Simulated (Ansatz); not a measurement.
**AlBrClHS: how energies converge with the basis set**

An exercise on one series of results from a longer session: the logs are not shown, and one member is left open.

Method: one geometry, several basis sets; program: Ansatz 0.2.0, Gaussian basis.

Levels to be run: PBE0-D4/def2-SVP; ωB97M-V/def2-SVP; PBE0-D4/def2-QZVPP; ωB97M-V/def2-QZVPP; the functionals' def2-TZVPP values are taken from earlier runs.

### The relaxed structure

All runs share one geometry, relaxed beforehand with PBE0-D4 in a triple-zeta def2 set.

SMILES `[SH][Al]([Cl])[Br]`, 5 atoms, charge 0, spin multiplicity 1.

Atoms are counted from 1 here; the program's logs count them from 0.

Bond lengths: S1–Al2 2.159 Å, S1–H5 1.345 Å, Al2–Cl3 2.077 Å, Al2–Br4 2.238 Å. Angles: Al2–S1–H5 92.2°, S1–Al2–Cl3 118.6°, S1–Al2–Br4 121.4°, Cl3–Al2–Br4 120.1°.

The first run:

The input, in.yaml:

```yaml
crystal:
  periodic: [false, false, false]
  atoms:
    - {symbol: S, position_ang: [0.103228, 1.673232, 0.404454]}
    - {symbol: Al, position_ang: [0.228303, -0.466912, 0.150925]}
    - {symbol: Cl, position_ang: [1.513879, -1.539903, 1.380309]}
    - {symbol: Br, position_ang: [-0.990833, -1.529379, -1.395805]}
    - {symbol: H, position_ang: [-0.804777, 1.789262, -0.581384]}
basis:
  gaussian: {orbitals: def2-SVP}
hamiltonian: {xc: pbe0, dispersion: d4}
output: {orbitals: {seedname: orbitals}}
```

Among the steps run: PBE0-D4 in def2-SVP; ωB97M-V in def2-SVP; PBE0-D4 in def2-QZVPP; ωB97M-V in def2-QZVPP.

One table of the session follows, with a row left open; its other results are not shown here.

It belongs to the step «Functionals by basis». 

| functional | basis | HOMO (eV) |
| --- | --- | --- |
| PBE0-D4 | def2-SVP | -8.14 |
| PBE0-D4 | def2-TZVPP | -8.24 |
| PBE0-D4 | def2-QZVPP | ? |
| ωB97M-V | def2-SVP | -10.26 |
| ωB97M-V | def2-TZVPP | -10.41 |
| ωB97M-V | def2-QZVPP | -10.45 |

Q: Estimate the row for PBE0-D4, def2-QZVPP from the others.

The run gave: HOMO (eV): -8.26. In the column «HOMO (eV)» it lies between ωB97M-V, def2-SVP (-10.26) and PBE0-D4, def2-TZVPP (-8.24).
